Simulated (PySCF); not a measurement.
**BeP⁺ (triplet) with other numerical set-ups**

Aim: see how much the energy and properties of BeP⁺ (triplet) depend on the numerical set-up.

The runs use PySCF 2.14.0; each script names its method and basis.

8 further runs of the same task are left out: 8 that didn't finish.

## 1. The system as given

BeP⁺ (triplet): 2 atoms, charge 1, spin multiplicity 3.

Bond lengths: Be1–P2 2.231 Å.

## 2. Base script

Contents of input.py:

```python
from pyscf import gto, scf, mcscf

mol = gto.M(
    atom='Be 0 0 0; P 0 0 2.231',
    basis='lanl2dz',
    ecp={'P': 'lanl2dz'},
    charge=1,
    spin=2,
    verbose=4,
)
mf = scf.ROHF(mol)
mf = mf.density_fit(auxbasis='def2-universal-jkfit')
mf.kernel()
mc = mcscf.CASSCF(mf, 6, 6)
mc.kernel()
mc.analyze()
mf.dip_moment()
print('orbital energies (hartree):', mf.mo_energy[..., max(0, mol.nelec[1]-3):mol.nelec[0]+3].round(4))
```

Command:

```bash
$ python input.py
```

The log of this run is left out.

In short: E(SCF) = -20.609295 Eh, 9 cycles, E(CAS) − E(SCF) = -0.03325 Eh.

The bond length is a typed value, not an optimised one. The dipole of an ion depends on the origin. The triplet is typed in the script; nothing here shows that it is the ground state.

## 3. X2c-svpall (core potential off, X2C on)

Variant 1 changes basis set: lanl2dz → x2c-svpall; core potential: on → off; spin-free X2C: off → on. The core potential changes with it: totals don't compare.

Contents of input.py:

```python
from pyscf import gto, scf, mcscf

mol = gto.M(
    atom='Be 0 0 0; P 0 0 2.231',
    basis='x2c-svpall',
    charge=1,
    spin=2,
    verbose=4,
)
mf = scf.ROHF(mol)
mf = mf.sfx2c1e()
mf = mf.density_fit(auxbasis='def2-universal-jkfit')
mf.kernel()
mc = mcscf.CASSCF(mf, 6, 6)
mc.kernel()
mc.analyze()
mf.dip_moment()
print('orbital energies (hartree):', mf.mo_energy[..., max(0, mol.nelec[1]-3):mol.nelec[0]+3].round(4))
```

Command:

```bash
$ python input.py
```

## 4. Aug-cc-pvdz (core potential off)

Variant 2 changes basis set: lanl2dz → aug-cc-pvdz; core potential: on → off. The core potential changes with it: totals don't compare.

Edit input.py of step 2 so:

```diff
@@ -4,4 +4,3 @@
     atom='Be 0 0 0; P 0 0 2.231',
-    basis='lanl2dz',
-    ecp={'P': 'lanl2dz'},
+    basis='aug-cc-pvdz',
     charge=1,
```

Q: Predict the outcome of this session. Wanted: for each run, E(SCF); from base; after the SCF.

The runs gave:

```
                                    run  E(SCF) (hartree)  from base (eV)  cycles  functions                 after the SCF
                                   base        -20.609295               0       9         17  CASSCF correlation -0.905 eV
x2c-svpall (core potential off, X2C on)       -355.699497  not comparable       9         27  CASSCF correlation -0.902 eV
       aug-cc-pvdz (core potential off)       -355.022696  not comparable      10         50  CASSCF correlation -0.972 eV
```

**Reading.** Total energies from different bases, Hamiltonians or methods carry different errors, so properties are taken as differences within one set-up.
